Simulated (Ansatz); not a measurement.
**WClF₅: how energies converge with the basis set**

The task here is to estimate one member of a computed series from the others.

Method: one geometry, several basis sets; program: Ansatz 0.2.0, Gaussian basis.

The runs, in order: PBE0-D4/def2-SVP; ωB97M-V/def2-SVP; PBE0-D4/def2-QZVPP; ωB97M-V/def2-QZVPP; the functionals' def2-TZVPP values are taken from earlier runs.

## Structure used throughout

An earlier PBE0-D4 in a triple-zeta def2 set relaxation fixed the geometry. W takes the def2 core potential; no spin-orbit term is included.

SMILES `[F][W]([F])([F])([F])([F])[Cl]`, 7 atoms, charge 0, spin multiplicity 1.

Atoms are counted from 1 here; the program's logs count them from 0.

Bond lengths: F1–W2 1.836 Å, W2–F3 1.836 Å, W2–F4 1.843 Å, W2–F5 1.836 Å, W2–F6 1.836 Å, W2–Cl7 2.261 Å. Angles: F1–W2–F3 90.0°, F1–W2–F4 88.6°, F1–W2–F5 90.0°, F1–W2–F6 177.3°, F1–W2–Cl7 91.3°, F3–W2–F4 88.7°, F3–W2–F5 177.3°, F3–W2–F6 90.0°, F3–W2–Cl7 91.3°, F4–W2–F5 88.7°, F4–W2–F6 88.7°, F4–W2–Cl7 180.0°, F5–W2–F6 90.0°, F5–W2–Cl7 91.3°, F6–W2–Cl7 91.4°.

Set-up of the first run:

The input, in.yaml:

```yaml
crystal:
  periodic: [false, false, false]
  atoms:
    - {symbol: F, position_ang: [-1.045332, 0.750620, -1.304944]}
    - {symbol: W, position_ang: [0.033462, 0.013648, -0.015026]}
    - {symbol: F, position_ang: [0.744822, -1.128916, -1.263756]}
    - {symbol: F, position_ang: [1.332933, 1.241752, -0.462071]}
    - {symbol: F, position_ang: [-0.617050, 1.213360, 1.213112]}
    - {symbol: F, position_ang: [1.173020, -0.665673, 1.254118]}
    - {symbol: Cl, position_ang: [-1.560654, -1.492791, 0.532868]}
basis:
  gaussian: {orbitals: def2-SVP}
hamiltonian: {xc: pbe0, dispersion: d4}
output: {orbitals: {seedname: orbitals}}
```

Launch:

```sh
$ ansatz run in.yaml --threads 4 --pin off --events-out ev --progress --plain --max-ram 11315MiB
```

Among the steps run: PBE0-D4 in def2-SVP; ωB97M-V in def2-SVP; PBE0-D4 in def2-QZVPP; ωB97M-V in def2-QZVPP.

One of the session's tables, all rows but one given; the rest of the session is left out.

It belongs to the step «Density functionals: the series». 

```
functional       basis  HOMO (eV)  LUMO (eV)
   PBE0-D4    def2-SVP     -10.69      -4.93
   PBE0-D4  def2-TZVPP     -10.59      -4.71
   PBE0-D4  def2-QZVPP     -10.60      -4.72
   ωB97M-V    def2-SVP     -12.87      -2.79
   ωB97M-V  def2-TZVPP     -12.81      -2.57
   ωB97M-V  def2-QZVPP          ?          ?
```

Q: Estimate the row for ωB97M-V, def2-QZVPP from the others.

The run gave: HOMO (eV): -12.83; LUMO (eV): -2.59. In the column «HOMO (eV)» it lies between ωB97M-V, def2-SVP (-12.87) and ωB97M-V, def2-TZVPP (-12.81).
